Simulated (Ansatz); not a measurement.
This script for the Python package of Ansatz (0.2.0) starts 2 runs on YBRh₃, space group Pm-3m. What input does the engine get in each?

`nc_paw.py`:
```python
import ansatz as az
import numpy as np


def count_gap(report):
    # lowest empty less highest filled band, counting bands; zero where they overlap
    return max(report.get('gap_by_band_count_ev') or 0.0, 0.0)

xtal = (
    az.Lattice.from_parameters(4.1641, 4.1641, 4.1641, alpha=90.0, beta=90.0, gamma=90.0)
    .atom('Y', (0.0, 0.0, 0.0))
    .atom('B', (0.5, 0.5, 0.5))
    .atom('Rh', (0.0, 0.5, 0.5))
    .atom('Rh', (0.5, 0.0, 0.5))
    .atom('Rh', (0.5, 0.5, 0.0))
)

job = xtal.calculation()
job = job.functional(az.Functional.LDA)
job = job.kpoints(density=3.1).occupations('Fermi-Dirac', width=0.05)
job = job.stress()
job = job.forces().band_table()
variants = {
    'PAW': job.pseudopotentials('paw'),
    'norm-conserving': job.pseudopotentials('nc'),
}
rows = []
for label, variant in variants.items():
    rep = variant.run(threads=1).report
    levels = np.array(rep['eigenvalues_ev'][0]) - rep['fermi_energy_ev']
    print(label, 'levels at the first k-point near E_F:', np.round(levels[np.abs(levels) < 5], 3))
    rows.append((label, rep['n_electrons'], np.trace(rep['stress_gpa']) / 3, count_gap(rep)))
print('     treatment  electrons in bands           P GPa  gap by band count eV')
for row in rows:
    print(f'{str(row[0]):>14s}  {row[1]:18.1f}  {row[2]:14.3f}  {row[3]:20.3f}')
```

Run 1:
```yaml
crystal:
  lattice:
    a: 4.1641
    b: 4.1641
    c: 4.1641
    alpha: 90.0
    beta: 90.0
    gamma: 90.0
  atoms:
    - { symbol: "Y", position: [0.0, 0.0, 0.0] }
    - { symbol: B, position: [0.5, 0.5, 0.5] }
    - { symbol: Rh, position: [0.0, 0.5, 0.5] }
    - { symbol: Rh, position: [0.5, 0.0, 0.5] }
    - { symbol: Rh, position: [0.5, 0.5, 0.0] }
kpoints:
  mp_grid:
    kspacing: 0.3225806451612903
hamiltonian:
  xc: lda
  pseudopotentials:
    kind: paw
scf:
  occupations:
    method: fermi_dirac
    width: 0.05
output:
  forces: true
  stress: true
  eigenvalues: true
```

Run 2, against run 1:
```diff
-    kind: paw
+    kind: nc
```

Running `python nc_paw.py` prints:
```text
DeckWarning: basis.ecutwfc = 420 eV, auto-derived from the records' recommended cutoffs: set by Y (normal level)
PAW levels at the first k-point near E_F: [-4.334 -4.334 -4.334 -4.243 -4.243 -1.751 -1.751 -1.751 -1.206 -1.206
 -0.626 -0.626 -0.626  0.33   0.338  0.338  0.338  3.841  3.841]
DeckWarning: basis.ecutwfc = 1197.300995 eV, auto-derived from the records' recommended cutoffs: set by Rh (normal level)
norm-conserving levels at the first k-point near E_F: [-4.336 -4.336 -4.336 -4.246 -4.246 -1.75  -1.75  -1.75  -1.203 -1.203
 -0.631 -0.631 -0.631  0.332  0.337  0.337  0.337  3.843  3.843]
     treatment  electrons in bands           P GPa  gap by band count eV
           PAW                65.0          -6.783                 0.000
norm-conserving                65.0          -6.527                 0.000
```
(Warnings from the package without file and line.)

PAW gives -6.783 GPa and norm-conserving -6.527 GPa, 0.26 GPa apart. They took 1.2 and 4.6 s of processor time.

What to keep in mind:
- The computed bands are complete only to about 4.3 eV above the Fermi level.
- For a metal this k-point mesh is coarse: on a finer one energies can move by several to tens of meV an atom and pressures by half a GPa or more, differences at one mesh by less.
- A gap by band count of zero or less means overlapping bands, a metal, and at an odd count of electrons it is no gap at all.
- At these settings the cell as given stands under about -7 GPa, so it isn't at this functional's equilibrium volume.
- The structure is a deposited one; some such entries were measured under pressure or heat, so a shift against it needn't be the functional's error alone.
- Gaps and levels are Kohn-Sham values on a finite set of k-points, without spin-orbit coupling.
- Stress is positive in compression.
- Run time: 6.4 s on 1 thread of Arm Neoverse V2, on a shared host, peak memory 0.5 GiB.
